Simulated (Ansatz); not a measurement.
GdP, space group Fm-3m, a projected density of states

Program: the Python package of Ansatz (0.2.0).

`gdp_pdos.py`:
```python
# -*- coding: utf-8 -*-
import warnings

import ansatz as az
import numpy as np

warnings.simplefilter("ignore", az.DeckWarning)

lattice = az.Lattice.of(
    (0.0, 2.869938, 2.869938),
    (2.869938, 0.0, 2.869938),
    (2.869938, 2.869938, 0.0),
)
sites = [
    ("Gd", (0.0, 0.0, 0.0)),
    ("P", (0.5, 0.5, 0.5)),
]
xtal = az.Crystal(lattice=lattice)
for symbol, position in sites:
    xtal = xtal.atom(symbol, position)
xtal = xtal.moments(Gd=7)

model = (
    xtal.calculation()
    .functional(az.Functional.R2SCAN)
    .basis(24 * az.Ha)
    .kpoints(spacing=0.22)
    .occupations("fermi_dirac", width=0.15)
    .spin(az.SpinTreatment.COLLINEAR)
    .scf(extra_bands=10)
    .density_of_states(projected=True, energy_step=0.1)
)
result = model.run(threads=1, backend="cpu")
r = result.report

dos = result.density_of_states()
energy = np.asarray(dos.energies_ev) - dos.fermi_ev
curves = {}
for site in result.projected_density_of_states().sites:
    for shell in site.shells:
        weight = sum(np.sum(curve.g_bin_mean_per_ev, axis=0) for curve in shell.curves)
        name = f"{site.species} {shell.label}"
        curves[name] = curves.get(name, 0) + weight

step = energy[1] - energy[0]
windows = [(-10, -5), (-5, 0), (0, 6)]
print("states by shell in windows of E - E_F (eV):", windows)
for name, g in curves.items():
    print(f"{name:8s}", " ".join(f"{step * g[(energy >= a) & (energy < b)].sum():8.3f}" for a, b in windows))
filled = (energy < 0) & (energy > -10)
for name, g in curves.items():
    if g[filled].sum() * step > 0.5:
        print(f"centre of {name}: {np.average(energy[filled], weights=g[filled]):.2f} eV")
```

Running `python gdp_pdos.py` prints:
```text
states by shell in windows of E - E_F (eV): [(-10, -5), (-5, 0), (0, 6)]
Gd 5S       0.003    0.019    0.005
Gd 6S       0.141    0.199    0.433
Gd 5P       0.043    0.088    0.005
Gd 5D       0.343    1.653    5.808
Gd 4F       0.011    7.053    6.869
P 3S        1.275    0.055    0.225
P 3P        0.009    3.901    0.869
centre of Gd 5D: -3.34 eV
centre of Gd 4F: -4.74 eV
centre of P 3S: -9.19 eV
centre of P 3P: -2.10 eV
```

Notes:
- Open f shells: without a Hubbard U, without spin-orbit coupling; the state reached hangs on the start and needn't be the lowest.
- The mesh is modest for a metal, so energies can be off by several to tens of meV an atom and pressures by half a GPa or more; differences at equal mesh fare better.
- r2SCAN tends to overestimate the moments of itinerant magnets.
- This cell is a computed structure, which may not be the phase found in nature.
- Curves are summed over the cell's atoms. Only shells that the potentials hold have channels, so projections don't add up to the total, least of all where a shell is missing (p of most metals); heights and places of peaks move with the mesh.
- The computed bands are complete only to about 8.8 eV above the Fermi level; beyond that the density of states is undercounted.
- A band centre counts only the states inside the window taken.
- The whole script took 22 s on 1 thread of Arm Neoverse V2, on a shared host, peak memory 0.67 GiB.
